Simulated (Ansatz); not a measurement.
# Au: the cost of one run

Method: DFT r2SCAN, scalar-relativistic, plane waves, PAW, in Ansatz 0.2.0.

The COD cell was measured well above room temperature, so it is larger than a cold one.

## (1) The structure to begin with

The structure is cubic, space group Fm-3m (No. 225). Conventional cell: a = 4.091 Å, b = 4.091 Å, c = 4.091 Å, α = 90.00°, β = 90.00°, γ = 90.00°. Au (site symmetry m-3m) is surrounded by 12 Au at 2.89 Å.

Coordinates:

```cif
data_structure
_symmetry_space_group_name_H-M 'Fm-3m'
_symmetry_Int_Tables_number 225
_cell_length_a 4.0910
_cell_length_b 4.0910
_cell_length_c 4.0910
_cell_angle_alpha 90.000
_cell_angle_beta 90.000
_cell_angle_gamma 90.000
_cell_volume 68.47
loop_
_atom_site_label
_atom_site_type_symbol
_atom_site_symmetry_multiplicity
_atom_site_Wyckoff_symbol
_atom_site_fract_x
_atom_site_fract_y
_atom_site_fract_z
_atom_site_occupancy
Au1 Au 4 a 0.00000 0.00000 0.00000 1
```

The structure comes from the Crystallography Open Database.

## (2) Quick check of gap, pressure and forces

The input, input.yaml:

```yaml
crystal:
  lattice:
    - [0.0, 2.0455, 2.0455]
    - [2.0455, 0.0, 2.0455]
    - [2.0455, 2.0455, 0.0]
  atoms:
    - { symbol: Au, position: [0.0, 0.0, 0.0] }
basis:
  ecutwfc: 500
kpoints:
  mp_grid: { grid: [8, 8, 8] }
hamiltonian:
  xc: r2scan
scf:
  occupations: { method: gaussian, width: 0.1 }
output:
  forces: true
  stress: true
  eigenvalues: true
```

On the command line:

```sh
ansatz run input.yaml --threads 1 --pin off --max-ram 2560MiB --backend cpu --events-out ev --progress --plain --runs-dir out
```

What time and memory should one allow on 1 thread of AMD EPYC (Zen 3), shared host?

About 3.9 s, with a peak of 0.34 GiB.
